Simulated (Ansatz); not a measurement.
# CH₇B₂In: one species, many methods

How much do the methods differ for CH₇B₂In? The plan is to run it at one geometry with functionals of several rungs and with coupled cluster, and see how far each lands from CCSD(T) at the basis-set limit for the atomisation energy.

Method: functionals in def2-TZVPP, the program's frozen cores in correlated methods; program: Ansatz 0.2.0, Gaussian basis.

Levels to be run: LDA (SPW92), PBE-D4, revPBE-D4, BLYP-D4, r2SCAN-D4, B97M-V, PBE0-D4, B3LYP-D4, r2SCANh-D4, r2SCAN0-D4, HSE06-D4, BHLYP-D4, CAM-B3LYP-D4, LC-ωPBE, ωB97X-V, ωB97M-V, B2PLYP, PBE-QIDH; CCSD(T)/def2-SVP; CCSD(T)/def2-TZVPP; MP2/def2-QZVPP; extrapolation to the limit; RPA on PBE.

### Step 1. The geometry

All runs share one geometry, relaxed beforehand with PBE0-D4 in a triple-zeta def2 set. In takes the def2 core potential; no spin-orbit term is included.

SMILES `BB[CH2][InH2]`, 11 atoms, charge 0, spin multiplicity 1.

Atoms are counted from 1 here; the program's logs count them from 0.

Bond lengths: B1–B2 1.660 Å, B1–H5 1.220 Å, B1–H6 1.197 Å, B2–C3 1.492 Å, B2–H7 1.213 Å, C3–In4 2.300 Å, C3–H8 1.089 Å, C3–H9 1.088 Å, In4–H10 1.713 Å, In4–H11 1.718 Å. Angles: B2–B1–H5 123.0°, B2–B1–H6 124.4°, H5–B1–H6 112.4°, B1–B2–C3 128.7°, B1–B2–H7 110.8°, C3–B2–H7 118.8°, B2–C3–In4 79.4°, B2–C3–H8 122.3°, B2–C3–H9 121.2°, In4–C3–H8 95.7°, In4–C3–H9 114.9°, H8–C3–H9 113.0°, C3–In4–H10 124.5°, C3–In4–H11 107.8°, H10–In4–H11 127.2°.

### Step 2. LDA

This LDA is Slater exchange with PW92 correlation.

Input file in.yaml:

```yaml
crystal:
  periodic: [false, false, false]
  atoms:
    - {symbol: B, position_ang: [-1.303278, 1.041126, -0.019585]}
    - {symbol: B, position_ang: [0.355367, 0.983357, -0.007671]}
    - {symbol: C, position_ang: [1.251108, 0.083583, 0.776475]}
    - {symbol: In, position_ang: [0.079970, -1.460321, -0.461636]}
    - {symbol: H, position_ang: [-1.994616, 0.168761, -0.518604]}
    - {symbol: H, position_ang: [-1.950641, 1.975076, 0.357539]}
    - {symbol: H, position_ang: [0.813186, 1.577566, -0.960665]}
    - {symbol: H, position_ang: [0.966014, -0.318531, 1.748029]}
    - {symbol: H, position_ang: [2.326703, 0.079469, 0.614579]}
    - {symbol: H, position_ang: [0.198360, -1.632657, -2.161991]}
    - {symbol: H, position_ang: [-0.742183, -2.497429, 0.633508]}
basis:
  gaussian: {orbitals: def2-TZVPP}
hamiltonian: {xc: lda}
output: {orbitals: {seedname: orbitals}}
```

On the command line:

```sh
> ansatz run in.yaml --threads 4 --pin off --events-out ev --progress --plain --max-ram 10444MiB
```

After this run come: PBE-D4 (GGA); revPBE-D4 (GGA); BLYP-D4 (GGA); r2SCAN-D4 (meta-GGA); B97M-V (meta-GGA); PBE0-D4 (hybrid); B3LYP-D4 (hybrid); r2SCANh-D4 (hybrid); r2SCAN0-D4 (hybrid); HSE06-D4 (hybrid); BHLYP-D4 (hybrid); CAM-B3LYP-D4 (range-separated); LC-ωPBE (range-separated); ωB97X-V (range-separated); ωB97M-V (range-separated); B2PLYP (double hybrid); PBE-QIDH (double hybrid); CCSD(T) in def2-SVP; CCSD(T) in def2-TZVPP; MP2 in def2-QZVPP; RPA on PBE orbitals.

Before running them: what should the planned runs give, taken together? Wanted: atomisation energy, CCSD(T)/CBS; farthest beyond LDA; mean size of error, GGA; mean size of error, meta-GGA; mean size of error, hybrid; mean size of error, range-separated; mean size of error, double hybrid; gap, smallest and largest; T1 diagnostic.

**Answer**, as computed:

| quantity | value |
| --- | --- |
| atomisation energy, CCSD(T)/CBS | 35.726 eV |
| functionals within 0.357 eV (1.0 %) | revPBE-D4, BLYP-D4, PBE0-D4, B3LYP-D4, r2SCANh-D4, r2SCAN0-D4, HSE06-D4, CAM-B3LYP-D4, LC-ωPBE, ωB97X-V, ωB97M-V, PBE-QIDH |
| farthest beyond LDA | B97M-V (+0.566 eV) |
| mean size of error, GGA | 0.355 eV |
| mean size of error, meta-GGA | 0.495 eV |
| mean size of error, hybrid | 0.225 eV |
| mean size of error, range-separated | 0.236 eV |
| mean size of error, double hybrid | 0.195 eV |
| gap, smallest and largest | 3.39 eV (LDA (SPW92)), 10.30 eV (LC-ωPBE) |
| T1 diagnostic | 0.0144 |
| triples share of the correlation energy | 3.5 % |

LDA overbinds by 4.659 eV (13 %). PBE-D4 misses by +0.414 eV. Double hybrids carry the basis error of their MP2 part in triple zeta, and no dispersion term here, so their miss is partly the set-up's. The rungs double hybrid, hybrid, range-separated, GGA miss on average by less than the doubt on the reference (0.357 eV), so they tie. The reference freezes the cores and leaves out spin-orbit coupling and excitations past (T), and its outer-core shells are covered unevenly, so misses under about 0.357 eV can't be ranked. All levels share the lack of spin-orbit coupling, which lowers the free heavy atoms and so the true binding. Hartree-Fock recovers 77 % of the binding; the rest is correlation. CCSD(T) in def2-SVP is off by -1.630 eV, so the small basis spoils what the method gains. The gap grows from 3.4 to 10.3 eV across the functionals, mostly with the share of exact exchange. Correlated methods include outer-core shells of In, which these sets cover unevenly.
